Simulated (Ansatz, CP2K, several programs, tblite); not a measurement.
Energy against volume for Ag2BrCl as one 4-atom ordering (R-3m) on the rocksalt lattice, at fixed shape and fractional coordinates, computed by several methods (PBE and r2SCAN, where shown, with plane waves in Ansatz); the cell shown is that of r2SCAN. With free coordinates or axes held, a curve is too stiff, and on another method's shape its minimum isn't the method's own volume. The symmetry is R-3m (No. 166, trigonal); a = 4.015 Å, c = 19.552 Å in the conventional setting, 22.75 Å³ an atom. Around Cl lie 6 Ag at 2.79 Å; around Br lie 6 Ag at 2.87 Å; around Ag lie 3 Cl at 2.79 Å and 3 Br at 2.87 Å. The calculation is spin-unpolarised, and the structure need not be a phase that has been made. Energies count from each curve's lowest point; fits are third-order Birch-Murnaghan.

```
Cl Br Ag
1.0
     2.00768    1.15914    6.51735
    -2.00768    1.15914    6.51735
     0.00000   -2.31827    6.51735
Cl Br Ag
1 1 2
Direct
  0.00000 0.00000 0.00000
  0.50000 0.50000 0.50000
  0.25361 0.25361 0.25361
  0.74639 0.74639 0.74639
```

light PBE (260 eV, its own mesh), on the shape of the cell shown:
```csv
V (Å³/atom),E (meV/atom)
20.930,44.71
21.840,24.48
22.751,11.30
23.661,0.00
24.571,6.77
25.481,32.48
```
The points scatter about a smooth fit, as a low cutoff and a light mesh can make them, so no fit is quoted.

Task: PBE, on the shape of its own relaxed cell, gives
```
V (Å³/atom)  E (meV/atom)
     22.075         12.33
     22.779          2.94
     23.484          0.00
     24.188          2.41
     24.893          9.24
```
What equilibrium volume and bulk modulus follow?

Result: V₀ = 23.50 Å³ an atom and B₀ = 40 GPa.

Task: GFN2-xTB (tblite), on the shape of the cell shown, as a cluster of 108 atoms at the zone centre, gives
```csv
V (Å³/atom),E (meV/atom)
20.020,46.72
21.385,6.15
22.751,0.00
24.116,18.36
25.481,54.48
```
What equilibrium volume and bulk modulus follow?

Result: V₀ = 22.35 Å³ an atom and B₀ = 52 GPa.

Task: PBE/DZVP (CP2K), on the shape of the cell shown, gives
```tsv
V (Å³/atom)	E (meV/atom)
20.020	108.93
21.385	39.96
22.751	7.20
24.116	0.00
25.481	11.02
```
What equilibrium volume and bulk modulus follow?

Result: V₀ = 23.90 Å³ an atom and B₀ = 39 GPa.

PBE/SZV (CP2K), on the shape of the cell shown:

| V (Å³/atom) | E (meV/atom) |
| --- | --- |
| 20.020 | 288.23 |
| 21.385 | 149.76 |
| 22.751 | 64.94 |
| 24.116 | 18.58 |
| 25.481 | 0.00 |

The lowest point is an end point, so the minimum isn't bracketed.
